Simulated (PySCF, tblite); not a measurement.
**C₆H₁₃O₂P: infrared bands and NMR shifts**

Wanted: the infrared bands and NMR shifts of C₆H₁₃O₂P (`CC(=O)[P@@](C)(=O)C(C)C`), by calculation.

Computed with tblite 0.8.0 and PySCF 2.14.0, with density-fitted response routines of our own, on a single molecule in the gas phase. Atoms are numbered from 0 throughout.

### 1 Starting geometry

22 atoms, charge 0, multiplicity 1; geometry from: GFN2-xTB.

Bonds of the start (Å): C0–C1 1.49, C1–O2 1.20, C1–P3 1.88, P3–C4 1.83, P3–O5 1.47, P3–C6 1.86, C6–C7 1.52, C6–C8 1.52, C0–H9 1.09, C0–H10 1.09, C0–H11 1.09, C4–H12 1.09, C4–H13 1.09, C4–H14 1.09, C6–H15 1.09, C7–H16 1.09, C7–H17 1.09, C7–H18 1.09, C8–H19 1.09, C8–H20 1.09, C8–H21 1.09.

### 2 Infrared spectrum with GFN2-xTB

What the job is given:

```
{"job": {"kind": "ir", "xc": "GFN2-xTB", "basis": "xTB"}, "charge": 0, "multiplicity": 1}
C      2.680782    -1.123020    -0.194154
C      1.728095    -0.294470     0.596371
O      1.793240    -0.067088     1.774951
P      0.338551     0.413973    -0.452896
C      0.513132     2.221407    -0.190404
O      0.383801     0.008091    -1.864567
C     -1.186140    -0.116219     0.462911
C     -2.389772     0.549757    -0.186212
C     -1.253486    -1.634038     0.358545
H      3.098898    -0.498008    -0.984013
H      2.117141    -1.912285    -0.692075
H      3.471136    -1.541432     0.424659
H     -0.276653     2.722178    -0.747331
H      1.473533     2.524130    -0.605260
H      0.465571     2.480163     0.862581
H     -1.090958     0.186102     1.508898
H     -2.379610     1.625511    -0.021296
H     -2.375726     0.361444    -1.259246
H     -3.315328     0.148203     0.223183
H     -2.175880    -2.012113     0.796129
H     -0.411598    -2.092087     0.877580
H     -1.219139    -1.930814    -0.689201
```

**Question.** This job is followed by: GIAO PBE0/pcSseg-1 NMR shielding, non-relativistic, gas phase. Predict these results of the whole session: strongest single infrared mode (GFN2-xTB); zero-point energy (GFN2-xTB); 13C shifts against TMS (PBE0/pcSseg-1); 1H shifts against TMS (PBE0/pcSseg-1, means over atoms taken as alike); 17O shifts against H2O (PBE0/pcSseg-1); 31P shifts against H3PO4 (PBE0/pcSseg-1).

**Answer**, as computed:

| quantity | value |
| --- | --- |
| strongest single infrared mode (GFN2-xTB) | 1763 cm⁻¹, 257 km/mol |
| zero-point energy (GFN2-xTB) | 112.5 kcal/mol |
| 13C shifts against TMS (PBE0/pcSseg-1) | 233.7, 37.0, 32.2, 16.9, 15.3, 14.5 ppm |
| 1H shifts against TMS (PBE0/pcSseg-1, means over atoms taken as alike) | 2.83, 1.68, 1.26, 1.21, 1.10 ppm |
| 17O shifts against H2O (PBE0/pcSseg-1) | 740.6, 69.9 ppm |
| 31P shifts against H3PO4 (PBE0/pcSseg-1) | 15.2 ppm |

In words: No mode is imaginary among the 60: a minimum at this level. The strongest single mode, at 1763 cm⁻¹, moves mainly C1 and O2. GFN2-xTB is a fitted tight-binding method: band positions and strengths are rough. Its intensities can rank the bands wrongly. The most deshielded hydrogen is H9, H10, H11 (mean) (hydrogen on a methyl carbon α to a carbonyl), at 2.83 ppm: α to C=O. At PBE0/pcSseg-1: The widest tensor belongs to O2: span 1474 ppm, with a paramagnetic part of -807 ppm.
